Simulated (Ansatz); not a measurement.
# CaW2: the cost of one run

Program: Ansatz 0.2.0. Level of theory: DFT PBE, scalar-relativistic, plane waves, PAW. These are calculated values, not measurements.

1 further run of the same task is left out (it didn't finish).

## Step 1: The system as given

It takes space group P-3m1 (No. 164, trigonal). The conventional cell has a = 3.443 Å, b = 3.443 Å, c = 7.431 Å, α = 90.00°, β = 90.00°, γ = 120.00°. Around Ca (site symmetry -3m) lie 6 W at 3.34 Å and 6 Ca at 3.44 Å. W (site symmetry 3m) is surrounded by 3 W at 2.87 Å.

Structure file:

```cif
data_structure
_symmetry_space_group_name_H-M 'P 1'
_symmetry_Int_Tables_number 1
_cell_length_a 3.4434
_cell_length_b 3.4434
_cell_length_c 7.4309
_cell_angle_alpha 90.000
_cell_angle_beta 90.000
_cell_angle_gamma 120.000
_cell_volume 76.30
loop_
_atom_site_label
_atom_site_type_symbol
_atom_site_fract_x
_atom_site_fract_y
_atom_site_fract_z
_atom_site_occupancy
Ca1 Ca 0.00000 0.00000 0.50000 1
W1 W 0.33333 0.66667 0.86085 1
W2 W 0.66667 0.33333 0.13915 1
```

A structure generator made this guess: close-packed layers stacked ABC|A (P-3m1, No. 164). Lengths come from tabulated atomic sizes and are only a guess.

## Step 2: The guess as it stands, on a coarse mesh

input.yaml

```yaml
crystal:
  lattice:
    - [3.44339356, 0.0, 0.0]
    - [-1.72169678, 2.9820663, 0.0]
    - [0.0, 0.0, 7.43089403]
  atoms:
    - { symbol: Ca, position: [0.0, 0.0, 0.5] }
    - { symbol: W, position: [0.33333333, 0.66666667, 0.86085055] }
    - { symbol: W, position: [0.66666667, 0.33333333, 0.13914945] }
basis:
  ecutwfc: 420
kpoints:
  mp_grid: { grid: [6, 6, 4] }
hamiltonian:
  xc: pbe
scf:
  occupations: { method: gaussian, width: 0.1 }
  lower_state_search: "off"
output:
  forces: true
  stress: true
  eigenvalues: true
```

On the command line:

```
$ ansatz run input.yaml --threads 1 --pin off --max-ram 2048MiB --backend cpu --events-out ev --progress --plain --runs-dir out
```

What time and memory should one allow on 1 thread of Arm Neoverse N1, shared host?

About 3.4 s, with a peak of 0.33 GiB.
